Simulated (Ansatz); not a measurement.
The input (input.yaml):

```yaml
crystal:
  lattice:
    - [6.520514, 0.0, 0.0]
    - [0.0, 5.9464, 0.0]
    - [0.0, 0.0, 18.25097]
  atoms:
    - { symbol: Ti, position: [0.0, 0.0, 0.0547916] }
    - { symbol: Ti, position: [0.5, 0.25, 0.0547916] }
    - { symbol: O, position: [0.0, 0.0, 0.163866] }
    - { symbol: O, position: [0.1947, 0.25, 0.0547916] }
    - { symbol: O, position: [0.5, 0.0, 0.124352] }
    - { symbol: O, position: [0.8053, 0.25, 0.0547916] }
    - { symbol: Ti, position: [0.5, 0.0, 0.2334263] }
    - { symbol: Ti, position: [0.0, 0.25, 0.2334263] }
    - { symbol: O, position: [0.5, 0.0, 0.3425007] }
    - { symbol: O, position: [0.6947, 0.25, 0.2334263] }
    - { symbol: O, position: [1.0, 0.0, 0.3029867] }
    - { symbol: O, position: [0.3053, 0.25, 0.2334263] }
    - { symbol: Ti, position: [0.0, 0.5, 0.0547916] }
    - { symbol: Ti, position: [0.5, 0.75, 0.0547916] }
    - { symbol: O, position: [0.0, 0.5, 0.163866] }
    - { symbol: O, position: [0.1947, 0.75, 0.0547916] }
    - { symbol: O, position: [0.5, 0.5, 0.124352] }
    - { symbol: O, position: [0.8053, 0.75, 0.0547916] }
    - { symbol: Ti, position: [0.5, 0.5, 0.2334263] }
    - { symbol: Ti, position: [0.0, 0.75, 0.2334263] }
    - { symbol: O, position: [0.5, 0.5, 0.3425007] }
    - { symbol: O, position: [0.6947, 0.75, 0.2334263] }
    - { symbol: O, position: [1.0, 0.5, 0.3029867] }
    - { symbol: O, position: [0.3053, 0.75, 0.2334263] }
    - { symbol: "N", position: [0.3443266, 0.3140399, 0.4208527] }
    - { symbol: "N", position: [0.5191584, 0.2885826, 0.4263319] }
basis:
  ecutwfc: 420.0
kpoints:
  mp_grid: { grid: [2, 2, 1] }
hamiltonian:
  xc: pbesol
scf:
  occupations: { method: fermi_dirac, width: 0.02 }
  lower_state_search: "off"
relax:
  f_tol: 0.03
  max_steps: 60
  adjacent_minimum: "off"
  constraints: [{ sites: [0, 1, 3, 4, 5, 12, 13, 15, 16, 17] }]
```

Run as:

```bash
$ ansatz run input.yaml --threads 2 --pin off --max-ram 5120MiB --backend cpu --events-out ev --progress --plain --runs-dir out
```

Hardware: 2 threads of Arm Neoverse V1, with other jobs on the host.

Problem. Roughly how long does this run take, and how much memory?

Solution. 13 min, with a peak of 1.4 GiB, for 56 ionic steps.
